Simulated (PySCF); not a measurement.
# The bond of WH+, level by level

The task here is to estimate one member of a computed series from the others.

Method: H def2-TZVPPD, W def2-TZVPPD with ECP60, scalar-relativistic core potentials; program: PySCF 2.14.0.

1 further run of the same task is left out (it didn't finish).

Set-up of the first run:

Settings of the job:

```json
{
 "atoms": "H, W",
 "charge": "1",
 "basis": "H def2-TZVPPD, W def2-TZVPPD with ECP60",
 "Hamiltonian": "scalar-relativistic core potentials",
 "basis functions": "76",
 "electrons treated": "14",
 "masses in u": "1.0078, 183.9509",
 "levels": "PBE0, PBE, r²SCAN, M06-2X, B3LYP, BHandHLYP, M06, HSE06, HF, MP2, SCS-MP2, CCSD, CCSD(T)",
 "grid": "80 radial by 434 angular points",
 "occupations": "held fixed by the projection of orbital angular momentum",
 "dissociation limit": "H + W+, each in its ground configuration",
 "starting distance in angstrom": "1.705",
 "values of 2S to try": "0, 2, 4, 6, 8"
}
```

Run with:

```sh
> OMP_NUM_THREADS=1 python dia.py task.json out
```

Among the steps run: Set-up; The PBE0 curve of the state that the search chose; Other states along the same grid; PBE (GGA); r²SCAN (meta-GGA); M06-2X; B3LYP; BHandHLYP; M06 (hybrid meta-GGA); HSE06; ROHF (mean field); Adding correlation.

One of the session's tables, all rows but one given; the rest of the session is left out.

Energy (eV) from each level's lowest point:

| R (Å) | ROHF | ROHF-MP2 | ROHF-SCS-MP2 | ROHF-CCSD | ROHF-CCSD(T) |
| --- | --- | --- | --- | --- | --- |
| 1.458 | 0.654 | 0.512 | 0.544 | n/a | n/a |
| 1.526 | 0.312 | 0.215 | 0.238 | 0.270 | 0.274 |
| 1.593 | 0.109 | 0.054 | 0.067 | 0.087 | 0.090 |
| 1.644 | 0.029 | 0.003 | 0.009 | 0.020 | 0.021 |
| 1.695 | 0.000 | 0.000 | 0.000 | 0.000 | 0.000 |
| 1.746 | 0.013 | 0.036 | 0.030 | 0.019 | 0.017 |
| 1.814 | ? | ? | ? | ? | ? |
| 1.898 | 0.232 | 0.314 | 0.290 | 0.238 | 0.229 |
| 2.000 | 0.479 | 0.590 | 0.554 | 0.469 | 0.453 |
| 2.136 | 0.877 | 1.013 | 0.962 | n/a | n/a |

Estimate the missing values for R (Å) = 1.814.

Worked estimate for «ROHF». A straight line through the neighbours (1.746, 0.013) and (1.898, 0.232) gives 0.013 + (0.232 − 0.013) × (1.814 − 1.746) / (1.898 − 1.746) = 0.111; a parabola fitted to 4 rows on both sides gives 0.088.

**Answer.** ROHF: 0.082; ROHF-MP2: 0.134; ROHF-SCS-MP2: 0.119; ROHF-CCSD: 0.091; ROHF-CCSD(T): 0.086. In «ROHF» the line misses by +0.029 and the parabola by +0.006.

Caveats from the session: The state is the lowest single determinant that the PBE0 search found; with open d or f shells the true ground state can be another one. At some levels the lowest empty orbital lies below the highest filled one (the two can be of opposite spin).
